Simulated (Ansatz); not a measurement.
Relaxation of a periodic cell of 17 atoms, Si (host Si, host structure diamond, interstitial Si), to a largest force component of 0.03 eV/Å in at most 60 steps.

Theory: DFT LDA, scalar-relativistic, plane waves, PAW in Ansatz 0.2.0. Settings: PAW set soft_1, cutoff 420 eV, k mesh 2x2x2, gaussian smearing 0.05 eV, no spin polarisation.

```xyz
17
Lattice="0.0000 5.4300 5.4300 5.4300 0.0000 5.4300 5.4300 5.4300 0.0000" Properties=species:S:1:pos:R:3:forces:R:3
Si 0.000 0.000 0.000 -0.08 0.07 0.07
Si 1.357 1.357 1.357 -0.29 -0.39 -0.39
Si 2.715 2.715 0.000 0.00 0.01 -0.42
Si 4.072 4.072 1.357 0.36 0.27 -0.35
Si 2.715 0.000 2.715 0.00 -0.42 0.01
Si 4.072 1.357 4.072 0.36 -0.35 0.26
Si 5.430 2.715 2.715 0.41 0.00 0.00
Si 6.787 4.072 4.072 -0.06 0.05 0.05
Si 0.000 2.715 2.715 -0.57 -0.05 -0.05
Si 1.357 4.072 4.072 -0.75 0.76 0.76
Si 2.715 5.430 2.715 0.06 0.56 -0.06
Si 4.072 6.787 4.072 0.06 -0.07 0.11
Si 2.715 2.715 5.430 0.06 -0.06 0.55
Si 4.072 4.072 6.787 0.06 0.11 -0.07
Si 5.430 5.430 5.430 0.00 0.00 0.00
Si 6.787 6.787 6.787 -0.11 -0.06 -0.06
Si 8.095 8.187 2.757 0.51 -0.44 -0.44
```

Question: Where does it end, and by what steps?

Answer: The forces met the threshold. The force dipped under the threshold on the way, but the program's further checks kept it going. Limits of this set-up: coarse k mesh, PAW files made for another functional. After 3 steps the energy has fallen by 0.132 eV; Si17 moved furthest, 0.07 Å.

```
step  energy less start (eV)  largest force component (eV/Å)  accepted
   0                  0.0000                           0.761       yes
   1                 -0.1113                           0.302       yes
   2                 -0.1319                           0.026       yes
   3                 -0.1319                           0.026       yes
```

```xyz
17
Lattice="0.0000 5.4300 5.4300 5.4300 0.0000 5.4300 5.4300 5.4300 0.0000" Properties=species:S:1:pos:R:3
Si -0.008 0.006 0.006
Si 1.335 1.340 1.340
Si 2.714 2.715 -0.033
Si 4.089 4.093 1.341
Si 2.714 -0.033 2.715
Si 4.089 1.341 4.093
Si 5.463 2.716 2.716
Si 6.784 4.077 4.077
Si -0.037 2.719 2.719
Si 1.330 4.100 4.100
Si 2.711 5.466 2.719
Si 4.075 6.784 4.079
Si 2.711 2.719 5.466
Si 4.075 4.079 6.784
Si 5.430 5.430 5.430
Si 6.782 6.785 6.785
Si 8.138 8.151 2.721
```

Whether the end is a true minimum wasn't checked by a vibrational analysis.

Time of the run: 17 s on 1 thread of Arm Neoverse V1, with other jobs on the host, peak memory 0.45 GiB.
